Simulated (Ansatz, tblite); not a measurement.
# TcO3Br (TcBrO₃): one state, many levels

One table from this session's results is given with a row withheld; the runs are named, their logs left out.

The runs use Ansatz 0.2.0, Gaussian basis; as each input shows.

Plan: GFN1-xTB, GFN2-xTB, PBE-D4/def2-TZVP, r2SCAN-D4/def2-TZVP, B97M-V/def2-TZVP, LC-ωPBE/def2-TZVP, r2SCANh-D4/def2-TZVP, BLYP-D4/def2-TZVP, HSE06-D4/def2-TZVP, ωB97X-V/def2-TZVP, ωB97M-V/def2-TZVP, PBE-D4/def2-SVP, PBE0-D4/def2-SVP, CCSD(T)/def2-TZVP, RPA/def2-TZVP.

1 further run of the same task is left out (set aside as unsound or not needed).

**The structure**

The geometry is that of the singlet, from an earlier relaxation (r2SCAN-D4/def2-SVP).

5 atoms, charge 0, spin multiplicity 1.

Bond lengths: Tc1–O2 1.675 Å, Tc1–O3 1.675 Å, Tc1–O4 1.675 Å, Tc1–Br5 2.377 Å. Angles: O2–Tc1–O3 109.7°, O2–Tc1–O4 109.7°, O2–Tc1–Br5 109.3°, O3–Tc1–O4 109.7°, O3–Tc1–Br5 109.3°, O4–Tc1–Br5 109.3°.

Formally the metal is d0. Tc takes a core potential in the def2 sets. No spin-orbit coupling is included.

PBE0-D4/def2-TZVP was run before; its log isn't repeated, and its numbers join the tables.

The first run:

Tight binding, by tblite at 300 K electronic temperature and without a spin-polarisation term:

```python
tblite.interface.Calculator('GFN1-xTB', numbers, positions, charge=0, uhf=0).singlepoint()
```

Tight binding, by tblite at 300 K electronic temperature and without a spin-polarisation term:

```python
tblite.interface.Calculator('GFN2-xTB', numbers, positions, charge=0, uhf=0).singlepoint()
```

start.molden holds the orbitals of an earlier run on this state, given as this run's starting guess.

Contents of in.yaml:

```yaml
crystal:
  periodic: [false, false, false]
  atoms:
    - {symbol: Tc, position_ang: [0.067230, 0.117093, 0.048696]}
    - {symbol: O, position_ang: [0.073502, 0.096938, 1.723837]}
    - {symbol: O, position_ang: [1.642684, 0.127547, -0.520903]}
    - {symbol: O, position_ang: [-0.737856, 1.481751, -0.495650]}
    - {symbol: Br, position_ang: [-1.045560, -1.823329, -0.755980]}
basis:
  gaussian: {orbitals: def2-TZVP, initial_orbitals: start.molden}
hamiltonian: {xc: pbe, dispersion: d4}
scf: {omitted_lower_state_checks: [starts]}
output: {forces: true, orbitals: {seedname: orbitals}}
```

Launch:

```sh
ansatz run in.yaml --threads 2 --pin off --events-out ev --progress --plain --max-ram 4352MiB
```

Steps of the session up to this table: PBE-D4/def2-TZVP; r2SCAN-D4/def2-TZVP; B97M-V/def2-TZVP; LC-ωPBE/def2-TZVP; r2SCANh-D4/def2-TZVP; BLYP-D4/def2-TZVP; HSE06-D4/def2-TZVP; ωB97X-V/def2-TZVP; ωB97M-V/def2-TZVP; PBE-D4/def2-SVP; PBE0-D4/def2-SVP; CCSD(T)/def2-TZVP; RPA/def2-TZVP.

One table of the session follows, with a row left open; its other results are not shown here.

It belongs to the step «Binding energy». 

```
               level  binding an atom (eV)
        HF/def2-TZVP                     ?
     PBE-D4/def2-SVP                 4.748
    PBE-D4/def2-TZVP                 4.689
   BLYP-D4/def2-TZVP                 4.544
 r2SCAN-D4/def2-TZVP                 4.307
    B97M-V/def2-TZVP                 4.114
r2SCANh-D4/def2-TZVP                 4.053
    PBE0-D4/def2-SVP                 3.989
   PBE0-D4/def2-TZVP                 3.984
  HSE06-D4/def2-TZVP                 3.996
   LC-ωPBE/def2-TZVP                 3.870
   ωB97X-V/def2-TZVP                 3.968
   ωB97M-V/def2-TZVP                 3.806
       RPA/def2-TZVP                 3.800
       MP2/def2-TZVP                 4.762
      CCSD/def2-TZVP                 3.387
   CCSD(T)/def2-TZVP                 3.869
```

Estimate the missing values for HF/def2-TZVP.

As computed: binding an atom (eV): 0.774. In the column «binding an atom (eV)» it is the lowest.

Caveats from the session: Free atoms were run apart at each level; binding is atoms less cluster, divided by the number of atoms, without zero-point or spin-orbit terms.
